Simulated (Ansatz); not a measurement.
**B12P12 zinc blende off sphere (B₁₂P₁₂H₃₂): structure and electronic state**

What does B12P12 zinc blende off sphere (B₁₂P₁₂H₃₂) look like as a singlet, and where do its frontier electrons sit?

Program: Ansatz 0.2.0, Gaussian basis. Level of theory: RKS PBE0-D4/def2-SVP. These are calculated values, not measurements.

Plan: relaxation at r2SCAN-D4/def2-SVP; a single point at PBE0-D4/def2-SVP.

1 further run of the same task is left out (set aside as unsound or not needed). Runs told in other sessions of the task aren't counted.

## Step 1: Where the work starts

56 atoms, charge 0, spin multiplicity 1.

Atoms are counted from 1 here; the program's logs count them from 0.

Bond lengths: B1–P14 1.930 Å, B1–P15 1.945 Å, B1–H25 1.191 Å, B1–H26 1.196 Å, B2–P13 1.936 Å, B2–P17 1.932 Å, B2–H27 1.188 Å, B2–H28 1.187 Å, B3–P16 1.930 Å, B3–P18 1.937 Å, B3–H29 1.191 Å, B3–H30 1.190 Å, B4–P14 1.947 Å, B4–P19 1.918 Å, B4–P20 1.947 Å, B4–H31 1.189 Å, B5–P16 1.945 Å, B5–P19 1.919 Å and more. Angles: P14–B1–P15 103.0°, P14–B1–H25 108.4°, P14–B1–H26 109.8°, P15–B1–H25 110.7°, P15–B1–H26 111.3°, H25–B1–H26 113.1°, P13–B2–P17 107.0°, P13–B2–H27 109.8°, P13–B2–H28 109.1°, P17–B2–H27 109.3°, P17–B2–H28 108.5°, H27–B2–H28 112.9°, P16–B3–P18 103.0°, P16–B3–H29 109.1°, P16–B3–H30 110.2°, P18–B3–H29 109.1°, P18–B3–H30 111.4°, H29–B3–H30 113.5° and more.

The start is a GFN2-xTB geometry.

## Step 2: Relaxation at r2SCAN-D4/def2-SVP

in.yaml reads:

```yaml
crystal:
  periodic: [false, false, false]
  atoms:
    - {symbol: B, position_ang: [-3.601610, 1.319400, -0.457690]}
    - {symbol: B, position_ang: [-1.662620, -3.070900, 2.127700]}
    - {symbol: B, position_ang: [1.002770, -3.280360, -0.640560]}
    - {symbol: B, position_ang: [-1.354520, 1.356120, -2.746020]}
    - {symbol: B, position_ang: [0.951560, -0.948030, -2.840360]}
    - {symbol: B, position_ang: [-1.276650, -0.964460, -0.543380]}
    - {symbol: B, position_ang: [-1.257460, 1.253490, 1.780050]}
    - {symbol: B, position_ang: [1.012700, -1.013590, 1.657630]}
    - {symbol: B, position_ang: [0.963690, 1.278570, -0.540020]}
    - {symbol: B, position_ang: [-1.323050, 3.601570, -0.454720]}
    - {symbol: B, position_ang: [3.283110, -1.001160, -0.638420]}
    - {symbol: B, position_ang: [3.069600, 1.662980, 2.130650]}
    - {symbol: P, position_ang: [-2.360570, -2.077720, 0.619200]}
    - {symbol: P, position_ang: [-2.430790, 0.251150, -1.558230]}
    - {symbol: P, position_ang: [-2.360500, 2.357010, 0.622600]}
    - {symbol: P, position_ang: [-0.105720, -2.063990, -1.648260]}
    - {symbol: P, position_ang: [-0.134730, -2.092660, 2.791390]}
    - {symbol: P, position_ang: [2.093040, -2.091400, 0.432120]}
    - {symbol: P, position_ang: [-0.221590, 0.226310, -3.803510]}
    - {symbol: P, position_ang: [-0.252380, 2.431970, -1.554920]}
    - {symbol: P, position_ang: [2.066880, 0.108880, -1.645320]}
    - {symbol: P, position_ang: [-0.166570, 0.165850, 0.616190]}
    - {symbol: P, position_ang: [2.091220, 0.134050, 2.791970]}
    - {symbol: P, position_ang: [2.074730, 2.363240, 0.624620]}
    - {symbol: H, position_ang: [-4.238570, 2.033010, -1.168090]}
    - {symbol: H, position_ang: [-4.279540, 0.607370, 0.223370]}
    - {symbol: H, position_ang: [-2.486410, -3.138500, 2.981280]}
    - {symbol: H, position_ang: [-1.294730, -4.136130, 1.754930]}
    - {symbol: H, position_ang: [1.705350, -3.880760, -1.391510]}
    - {symbol: H, position_ang: [0.326700, -3.982670, 0.041950]}
    - {symbol: H, position_ang: [-2.042110, 2.043730, -3.430250]}
    - {symbol: H, position_ang: [1.612430, -1.607910, -3.576670]}
    - {symbol: H, position_ang: [-1.923830, 0.502910, 2.449300]}
    - {symbol: H, position_ang: [-0.508880, 1.918440, 2.453130]}
    - {symbol: H, position_ang: [-2.036860, 4.238760, -1.164820]}
    - {symbol: H, position_ang: [-0.612600, 4.279780, 0.227800]}
    - {symbol: H, position_ang: [3.884470, -1.703020, -1.389110]}
    - {symbol: H, position_ang: [3.984430, -0.325720, 0.044930]}
    - {symbol: H, position_ang: [4.134410, 1.294880, 1.757050]}
    - {symbol: H, position_ang: [3.137910, 2.485940, 2.984920]}
    - {symbol: H, position_ang: [-3.117030, -2.931520, -0.181430]}
    - {symbol: H, position_ang: [-3.418560, -1.291850, 1.039300]}
    - {symbol: H, position_ang: [-3.175460, -0.599980, -2.410280]}
    - {symbol: H, position_ang: [-3.148000, 3.139380, 1.473670]}
    - {symbol: H, position_ang: [-0.979230, -2.801690, -2.476920]}
    - {symbol: H, position_ang: [0.666880, -2.931370, 3.565580]}
    - {symbol: H, position_ang: [-0.515820, -1.264460, 3.841910]}
    - {symbol: H, position_ang: [2.881960, -2.879590, 1.292880]}
    - {symbol: H, position_ang: [-0.967350, -0.495470, -4.734830]}
    - {symbol: H, position_ang: [0.499690, 0.973510, -4.734150]}
    - {symbol: H, position_ang: [0.600540, 3.175870, -2.406580]}
    - {symbol: H, position_ang: [2.804620, 0.983770, -2.472300]}
    - {symbol: H, position_ang: [1.262030, 0.512590, 3.842430]}
    - {symbol: H, position_ang: [2.930210, -0.669060, 3.564190]}
    - {symbol: H, position_ang: [1.287340, 3.418090, 1.049660]}
    - {symbol: H, position_ang: [2.925470, 3.125330, -0.174030]}
basis:
  gaussian: {orbitals: def2-SVP, fitting: {mean_field: def2-universal-jkfit}}
hamiltonian: {xc: r2scan, dispersion: d4}
scf: {lower_state_search: "off"}
output: {orbitals: {seedname: orbitals}}
relax: {f_tol: 0.03, max_steps: 70}
```

Started as:

```console
$ ansatz run in.yaml --threads 2 --pin off --events-out ev --progress --plain --max-ram 32768MiB --backend cuda --devices 0, --max-vram 18GiB
```

After this run come: Single point, PBE0-D4/def2-SVP.

Q: Predict the results of all the runs planned. Wanted: point group; commonest bond, hydrogen aside; HOMO, LUMO at PBE0-D4/def2-SVP; dipole at r2SCAN-D4/def2-SVP.

The runs gave:

| quantity | value |
| --- | --- |
| point group | Cs |
| commonest bond, hydrogen aside | B–P, 32 of mean length 1.963 Å |
| HOMO, LUMO at PBE0-D4/def2-SVP | -7.04, -0.71 eV |
| dipole at r2SCAN-D4/def2-SVP | 2.67 D |

What this shows: The molecule keeps its bonding pattern by the stored test; the atoms moved 0.05 Å (rms). No usable vibrations, so a minimum isn't proven. Whether this spin is the lowest isn't tested here. The point group is read from a loosely relaxed geometry; soft torsions can leave it below the true symmetry.
